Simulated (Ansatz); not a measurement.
# BFH₄OSi: one species, many methods

An exercise on one series of results from a longer session: the logs are not shown, and one member is left open.

Program: Ansatz 0.2.0, Gaussian basis. Level of theory: functionals in def2-TZVPP, the program's frozen cores in correlated methods. These are calculated values, not measurements.

Plan: LDA (SPW92), PBE-D4, revPBE-D4, BLYP-D4, r2SCAN-D4, B97M-V, PBE0-D4, B3LYP-D4, r2SCANh-D4, r2SCAN0-D4, HSE06-D4, BHLYP-D4, CAM-B3LYP-D4, LC-ωPBE, ωB97X-V, ωB97M-V, B2PLYP, PBE-QIDH; CCSD(T)/def2-SVP; CCSD(T)/def2-TZVPP; MP2/def2-QZVPP; extrapolation to the limit; RPA on PBE.

## The relaxed structure

The geometry comes from an earlier relaxation with PBE0-D4 in a triple-zeta def2 set; it is a stationary point, not always the lowest conformer.

8 atoms, charge 0, spin multiplicity 1.

Atoms are counted from 1 here; the program's logs count them from 0.

Bond lengths: B1–Si2 2.016 Å, B1–H5 1.195 Å, B1–H6 1.198 Å, Si2–O3 1.640 Å, Si2–F4 1.606 Å, Si2–H7 1.479 Å, O3–H8 0.959 Å. Angles: Si2–B1–H5 123.6°, Si2–B1–H6 119.4°, H5–B1–H6 117.0°, B1–Si2–O3 111.2°, B1–Si2–F4 105.4°, B1–Si2–H7 118.0°, O3–Si2–F4 110.8°, O3–Si2–H7 104.5°, F4–Si2–H7 106.9°, Si2–O3–H8 117.9°.

The first run:

The input, in.yaml:

```yaml
crystal:
  periodic: [false, false, false]
  atoms:
    - {symbol: B, position_ang: [-1.305102, 0.293313, 0.268484]}
    - {symbol: Si, position_ang: [0.577899, -0.423890, 0.214759]}
    - {symbol: O, position_ang: [1.578207, 0.593831, -0.592736]}
    - {symbol: F, position_ang: [0.472964, -1.838452, -0.539240]}
    - {symbol: H, position_ang: [-1.952194, 0.377831, 1.269372]}
    - {symbol: H, position_ang: [-1.820907, 0.667160, -0.745961]}
    - {symbol: H, position_ang: [1.263040, -0.672120, 1.502121]}
    - {symbol: H, position_ang: [1.278092, 0.945327, -1.432698]}
basis:
  gaussian: {orbitals: def2-TZVPP}
hamiltonian: {xc: lda}
output: {orbitals: {seedname: orbitals}}
```

Steps of the session up to this table: LDA; PBE-D4 (GGA); revPBE-D4 (GGA); BLYP-D4 (GGA); r2SCAN-D4 (meta-GGA); B97M-V (meta-GGA); PBE0-D4 (hybrid); B3LYP-D4 (hybrid); r2SCANh-D4 (hybrid); r2SCAN0-D4 (hybrid); HSE06-D4 (hybrid); BHLYP-D4 (hybrid); CAM-B3LYP-D4 (range-separated); LC-ωPBE (range-separated); ωB97X-V (range-separated); ωB97M-V (range-separated); B2PLYP (double hybrid); PBE-QIDH (double hybrid).

One table of the session follows, with a row left open; its other results are not shown here.

```
  functional  HOMO (eV)  LUMO (eV)  gap (eV)
 LDA (SPW92)      -7.02      -4.07      2.95
      PBE-D4      -6.93      -3.75      3.17
   revPBE-D4      -6.88      -3.62      3.26
     BLYP-D4          ?          ?         ?
   r2SCAN-D4      -7.22      -3.40      3.82
      B97M-V      -7.31      -3.55      3.76
     PBE0-D4      -8.28      -2.74      5.54
    B3LYP-D4      -8.09      -2.95      5.14
  r2SCANh-D4      -7.72      -3.06      4.67
  r2SCAN0-D4      -8.47      -2.54      5.93
    HSE06-D4      -7.88      -3.12      4.75
    BHLYP-D4      -9.58      -1.67      7.91
CAM-B3LYP-D4      -9.70      -1.61      8.09
     LC-ωPBE     -11.02      -0.36     10.66
     ωB97X-V     -10.67      -0.47     10.20
     ωB97M-V     -10.48      -0.75      9.73
```

**Question.** Estimate the row for BLYP-D4.

Worked estimate for «HOMO (eV)». Against the share of exact exchange, B3LYP-D4 (0.2, -8.09), BHLYP-D4 (0.5, -9.58) give a slope of -4.97 per unit share; at 0 the line stands at -7.10.

The run gave: HOMO (eV): -6.85; LUMO (eV): -3.58; gap (eV): 3.27. In «HOMO (eV)» the line misses by -0.25.
